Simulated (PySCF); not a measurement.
**[GeF3]-: one geometry, several methods**

How much do the numbers for [GeF3]- (singlet) hang on the method? All levels run at one geometry, the PBE0 minimum.

Computed with PySCF 2.14.0. Level: several methods, basis Ge def2-SVPD, F def2-SVPD, no relativity, density fitting.

## 1. The starting structure

4 atoms, charge -1, spin multiplicity 1.

Bond lengths: Ge1–F2 1.836 Å, Ge1–F3 1.836 Å, Ge1–F4 1.836 Å. Angles: F2–Ge1–F3 95.1°, F2–Ge1–F4 95.1°, F3–Ge1–F4 95.1°.

Coordinates in bohr (charge -1 multiplicity 1):
```
Ge    0.0000    0.0000   -0.7907
F     2.9567    0.0000    1.0239
F    -1.4784    2.5606    1.0239
F    -1.4783   -2.5606    1.0239
```

## 2. PBE0

The steps are one call of a driver around PySCF; scf.py gives each level's set-up. Each SCF starts from the density of the minimum. The driver also runs the species with one electron less or more at the same geometry (one less: multiplicity 2); their logs are not shown.

scf.py

```python
from pyscf import gto, scf, dft
mol = gto.M(atom='''
Ge     0.000000     0.000000    -0.418423
F      1.564631     0.000011     0.541838
F     -0.782326     1.355005     0.541837
F     -0.782306    -1.355017     0.541836''',
    basis={'Ge': 'def2-SVPD', 'F': 'def2-SVPD'},
    charge=-1, spin=0)
mf = dft.RKS(mol, xc='PBE0')
mf.grids.atom_grid = (75, 302)
aux = {'Ge': 'def2-universal-JKFIT', 'F': 'def2-universal-JKFIT'}
mf = mf.density_fit(auxbasis=aux)
mf.kernel()
```

Log:

```text
init E= -2375.71981514625
  HOMO = -0.0761471225192185  LUMO = 0.187769997463143  gap/eV = 7.18155
cycle= 1 E= -2375.71981514624  delta_E= 2.73e-12  |g|= 1.45e-05  |ddm|= 1.44e-05
  HOMO = -0.0761469613801515  LUMO = 0.187769945831264  gap/eV = 7.18154
Extra cycle  E= -2375.71981514617  delta_E= 7.82e-11  |g|= 2.59e-05  |ddm|= 2.56e-05
converged SCF energy = -2375.71981514617
```

This level, with the species of one electron less or more, needed 9.3 s of wall time on 2 threads, shared host.

* energy: -2375.719815 Eh
* one electron less (charge +0): -2375.558161 Eh (doublet, ⟨S²⟩ 0.75)
* Mulliken charge of Ge1: +1.13 e

## 3. HF

Changes to scf.py since step 2:

```diff
@@ -9,2 +9 @@
-mf = dft.RKS(mol, xc='PBE0')
-mf.grids.atom_grid = (75, 302)
+mf = scf.RHF(mol)
```

Log (excerpt; [...] marks lines left out):

```text
[... the frontier levels of the middle cycles are left out ...]
init E= -2373.34158605049
  HOMO = -0.164785354825802  LUMO = 0.246613210764664  gap/eV = 11.19473
cycle= 1 E= -2373.37130926037  delta_E= -0.0297  |g|= 0.105  |ddm|= 0.641
  HOMO = -0.17241364842721  LUMO = 0.245630638763501  gap/eV = 11.37556
cycle= 2 E= -2373.37318380496  delta_E= -0.00187  |g|= 0.0437  |ddm|= 0.164
  HOMO = -0.173688947216787  LUMO = 0.246076115449677  gap/eV = 11.42239
cycle= 3 E= -2373.37350154589  delta_E= -0.000318  |g|= 0.0122  |ddm|= 0.0434
cycle= 4 E= -2373.3735535593  delta_E= -5.2e-05  |g|= 0.00279  |ddm|= 0.0292
cycle= 5 E= -2373.37355633966  delta_E= -2.78e-06  |g|= 0.00105  |ddm|= 0.00669
cycle= 6 E= -2373.37355701136  delta_E= -6.72e-07  |g|= 0.00028  |ddm|= 0.00547
cycle= 7 E= -2373.37355705781  delta_E= -4.64e-08  |g|= 7.26e-05  |ddm|= 0.00139
cycle= 8 E= -2373.37355706196  delta_E= -4.15e-09  |g|= 9.65e-06  |ddm|= 0.000461
  HOMO = -0.172561361827275  LUMO = 0.246598420785814  gap/eV = 11.40592
Extra cycle  E= -2373.37355706201  delta_E= -5.64e-11  |g|= 4.02e-06  |ddm|= 3.3e-05
converged SCF energy = -2373.37355706201
```

This level, with the species of one electron less or more, took 4.5 s.

```
energy                        : -2373.373557 Eh
one electron less (charge +0) : -2373.236127 Eh (doublet, ⟨S²⟩ 0.76)
Mulliken charge of Ge1        : +1.49 e
```

## 4. PBE

Changes to scf.py since step 3:

```diff
@@ -9 +9,2 @@
-mf = scf.RHF(mol)
+mf = dft.RKS(mol, xc='PBE')
+mf.grids.atom_grid = (75, 302)
```

Log (excerpt; [...] marks lines left out):

```text
[... the frontier levels of the middle cycles are left out ...]
init E= -2375.67770899069
  HOMO = -0.0293824942132446  LUMO = 0.163249951208635  gap/eV = 5.24180
cycle= 1 E= -2375.68021114098  delta_E= -0.0025  |g|= 0.126  |ddm|= 0.389
  HOMO = -0.0392520572474875  LUMO = 0.160228913257977  gap/eV = 5.42815
cycle= 2 E= -2375.67221036465  delta_E= 0.008  |g|= 0.25  |ddm|= 0.247
  HOMO = -0.0336739391813303  LUMO = 0.161543266061141  gap/eV = 5.31213
cycle= 3 E= -2375.68256237234  delta_E= -0.0104  |g|= 0.034  |ddm|= 0.172
cycle= 4 E= -2375.68267743567  delta_E= -0.000115  |g|= 0.0043  |ddm|= 0.027
cycle= 5 E= -2375.68268074526  delta_E= -3.31e-06  |g|= 0.000728  |ddm|= 0.00689
cycle= 6 E= -2375.68268086425  delta_E= -1.19e-07  |g|= 3.69e-05  |ddm|= 0.0015
cycle= 7 E= -2375.6826808645  delta_E= -2.51e-10  |g|= 1.12e-05  |ddm|= 3.69e-05
  HOMO = -0.0340490553324613  LUMO = 0.161326427599415  gap/eV = 5.31644
Extra cycle  E= -2375.6826808644  delta_E= 1.01e-10  |g|= 2.62e-05  |ddm|= 2.92e-05
converged SCF energy = -2375.6826808644
```

This level, with the species of one electron less or more, took 22 s.

- energy: -2375.682681 Eh
- one electron less (charge +0): -2375.527824 Eh (doublet, ⟨S²⟩ 0.75)
- Mulliken charge of Ge1: +0.99 e

## 5. r2SCAN

Changes to scf.py since step 4:

```diff
@@ -9,2 +9,2 @@
-mf = dft.RKS(mol, xc='PBE')
-mf.grids.atom_grid = (75, 302)
+mf = dft.RKS(mol, xc='R2SCAN')
+mf.grids.atom_grid = (90, 434)
```

Log:

```text
init E= -2376.13523507618
  HOMO = -0.0447066458812397  LUMO = 0.173356520250016  gap/eV = 5.93380
cycle= 1 E= -2376.1361569047  delta_E= -0.000922  |g|= 0.0157  |ddm|= 0.177
  HOMO = -0.0409250598511735  LUMO = 0.176590799644999  gap/eV = 5.91891
cycle= 2 E= -2376.13615597981  delta_E= 9.25e-07  |g|= 0.0171  |ddm|= 0.0502
  HOMO = -0.0415604465740222  LUMO = 0.17582430241456  gap/eV = 5.91534
cycle= 3 E= -2376.13620381302  delta_E= -4.78e-05  |g|= 0.00695  |ddm|= 0.0188
  HOMO = -0.0420547372057234  LUMO = 0.175507293905623  gap/eV = 5.92016
cycle= 4 E= -2376.13621116388  delta_E= -7.35e-06  |g|= 0.000803  |ddm|= 0.00493
  HOMO = -0.042144509817291  LUMO = 0.175433380012241  gap/eV = 5.92060
cycle= 5 E= -2376.13621126023  delta_E= -9.63e-08  |g|= 0.00013  |ddm|= 0.00148
  HOMO = -0.0421282737840678  LUMO = 0.175446708127137  gap/eV = 5.92052
cycle= 6 E= -2376.13621126325  delta_E= -3.02e-09  |g|= 2.54e-05  |ddm|= 0.000312
  HOMO = -0.0421291576255465  LUMO = 0.175445670955417  gap/eV = 5.92051
Extra cycle  E= -2376.13621126311  delta_E= 1.43e-10  |g|= 4e-05  |ddm|= 8.73e-05
converged SCF energy = -2376.13621126311
```

This level, with the species of one electron less or more, took 49 s.

| Item | Value |
| --- | --- |
| energy | -2376.136211 Eh |
| one electron less (charge +0) | -2375.979150 Eh (doublet, ⟨S²⟩ 0.75) |
| Mulliken charge of Ge1 | +1.12 e |

The dipole of an ion depends on the origin, here the centre of mass.

## 6. The ladder

| level | vertical ionisation energy (eV) | −ε(HOMO) (eV) | gap (eV) | dipole (D) | wall time |
| --- | --- | --- | --- | --- | --- |
| PBE0 | 4.40 | 2.07 | 7.18 | 2.21 | 9.3 s |
| HF | 3.74 | 4.70 | 11.41 | 2.22 | 4.5 s |
| PBE | 4.21 | 0.93 | 5.32 | 2.13 | 22 s |
| r2SCAN | 4.27 | 1.15 | 5.92 | 2.07 | 49 s |

Times are for 2 threads, shared host; PBE0 starts from its own converged density, so its time is not comparable. A dash stands where a species or a free atom was not run at that level, or the quantity is not defined.

## 7. Outcome

| quantity | value |
| --- | --- |
| vertical ionisation energy, range | 3.74 (HF) to 4.40 (PBE0) eV |
| orbital gap, range | 5.32 (PBE) to 11.41 (HF) eV |

In words: The vertical ionisation energy spreads over 0.66 eV, from HF to PBE0; without a CCSD(T) value for it there is no yardstick here.
